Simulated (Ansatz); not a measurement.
# C2H5FOSi2: geometry optimisation in Python

A script is to give a geometry optimisation; the system is C2H5FOSi2. SMILES: O[SiH2]C#C[SiH2]F.

Program: Ansatz 0.2.0 through its Python package. Level of theory: B3LYP/cc-pVDZ. These are calculated values, not measurements.

## Step 1: The structure

Bond lengths: O1–Si2 1.637 Å, Si2–C3 1.878 Å, C3–C4 1.194 Å, C4–Si5 1.870 Å, Si5–F6 1.609 Å, O1–H7 1.013 Å, Si2–H8 1.508 Å, Si2–H9 1.510 Å, Si5–H10 1.462 Å, Si5–H11 1.518 Å. Angles (14 of 15 angles, heavy atoms first): O1–Si2–C3 112.2°, Si2–C3–C4 175.0°, C3–C4–Si5 172.3°, C4–Si5–F6 111.5°, O1–Si2–H8 109.3°, O1–Si2–H9 107.4°, C3–Si2–H8 109.6°, C3–Si2–H9 109.5°, Si2–O1–H7 111.2°, C4–Si5–H10 110.8°, C4–Si5–H11 109.7°, F6–Si5–H10 109.0°, F6–Si5–H11 107.2°, H8–Si2–H9 108.7°.

The script holds or builds the structure itself.

## Step 2: The script

Contents of opt_c2h5fosi2.py:

```python
"""Relax the C2H5FOSi2 molecule."""

import warnings

import ansatz as az
import numpy as np

BASIS_SET = "cc-pVDZ"
FUNCTIONAL = "B3LYP"

GEOMETRY = """
O    -0.63900   -3.02090   -0.66680
Si    0.70370   -2.11480   -0.43040
C     0.29330   -0.31750   -0.07060
C     0.13310    0.83990    0.17740
Si   -0.36290    2.60750    0.53260
F    -1.96140    2.78580    0.51270
H    -1.47790   -2.45760   -0.59840
H     1.58410   -2.19770   -1.65250
H     1.44630   -2.70760    0.74270
H     0.23100    3.52020   -0.44360
H     0.11500    3.00570    1.91770
"""


def main() -> None:
    warnings.simplefilter("ignore", az.DeckWarning)

    molecule = az.Crystal.molecule()
    for line in GEOMETRY.strip().splitlines():
        symbol, *xyz = line.split()
        molecule = molecule.atom(symbol, [float(v) for v in xyz])

    calc = molecule.calculation().basis(gaussian=BASIS_SET).functional(FUNCTIONAL)
    symbols = [site.symbol for site in molecule.cartesian_sites]
    start = np.array([site.position_ang for site in molecule.cartesian_sites], dtype=float)
    def progress(event):
        if event["event"] == "relax_step":
            row = event["data"]
            print(f"step {row['step']:3d}  E = {row['lagrangian_ev']:.6f} eV  max force {row['allowed_force_max_ev_ang']:.4f} eV/A")


    data = calc.relax(force_tolerance=0.01).session().plan().execute(on_event=progress).report
    end = np.array(data["positions_ang"])

    for key in ("converged", "free_energy_ev", "reference_energy_ev", "n_frozen", "n_occupied", "n_virtual"):
        print(f"{key:22s} {data[key]}")

    print("bond        before    after (A)")
    for i, j in [(0, 1), (0, 6), (1, 2), (1, 7), (1, 8), (2, 3), (3, 4), (4, 5), (4, 9), (4, 10)]:
        d0, d1 = (np.linalg.norm(xyz[i] - xyz[j]) for xyz in (start, end))
        print(f"{symbols[i]}{i}-{symbols[j]}{j}".ljust(10), f"{d0:8.4f} {d1:8.4f}")
    for i, j, k in [(1, 0, 6), (0, 1, 2), (0, 1, 7), (0, 1, 8), (2, 1, 7), (2, 1, 8), (7, 1, 8), (1, 2, 3)]:
        u, v = end[i] - end[j], end[k] - end[j]
        print(f"angle {symbols[i]}{i}-{symbols[j]}{j}-{symbols[k]}{k}: {np.degrees(np.arccos(np.clip(u @ v / np.linalg.norm(u) / np.linalg.norm(v), -1, 1))):.2f} deg")
    with open("c2h5fosi2_opt.xyz", "w") as handle:
        handle.write(f"{len(symbols)}\nrelaxed C2H5FOSi2\n")
        handle.writelines(f"{s:2s} {x:11.6f} {y:11.6f} {z:11.6f}\n" for s, (x, y, z) in zip(symbols, end))


if __name__ == "__main__":
    main()
```

## Step 3: The input behind the calls

The engine receives this input:

```yaml
crystal:
  periodic: [false, false, false]
  atoms:
    - { symbol: O, position_ang: [-0.639, -3.0209, -0.6668] }
    - { symbol: Si, position_ang: [0.7037, -2.1148, -0.4304] }
    - { symbol: C, position_ang: [0.2933, -0.3175, -0.0706] }
    - { symbol: C, position_ang: [0.1331, 0.8399, 0.1774] }
    - { symbol: Si, position_ang: [-0.3629, 2.6075, 0.5326] }
    - { symbol: F, position_ang: [-1.9614, 2.7858, 0.5127] }
    - { symbol: H, position_ang: [-1.4779, -2.4576, -0.5984] }
    - { symbol: H, position_ang: [1.5841, -2.1977, -1.6525] }
    - { symbol: H, position_ang: [1.4463, -2.7076, 0.7427] }
    - { symbol: H, position_ang: [0.231, 3.5202, -0.4436] }
    - { symbol: H, position_ang: [0.115, 3.0057, 1.9177] }
basis:
  gaussian:
    orbitals: cc-pVDZ
hamiltonian:
  xc: b3lyp
relax:
  f_tol: 0.01
```

## Step 4: Running it

Command:

```sh
$ python opt_c2h5fosi2.py
```

Without the output at hand: what should come out? Wanted: total energy; dipole moment; moves of the relaxation; energy gained; last largest force component.

As calculated:

```
                    quantity           value
                total energy  -22676.7006 eV
               dipole moment          0.74 D
     moves of the relaxation              34
               energy gained        0.291 eV
last largest force component     0.0052 eV/Å
```

**Reading.** The relaxation took 34 moves; the largest shift is 0.603 Å, of atom 6 (F). What to keep in mind:
- The end point is the stationary point reached from this start; no frequency run checks that it is a minimum, and the basis set is modest.
- b3lyp holds the VWN-RPA fit, as in Gaussian; the form of ORCA and Turbomole is b3lyp5.
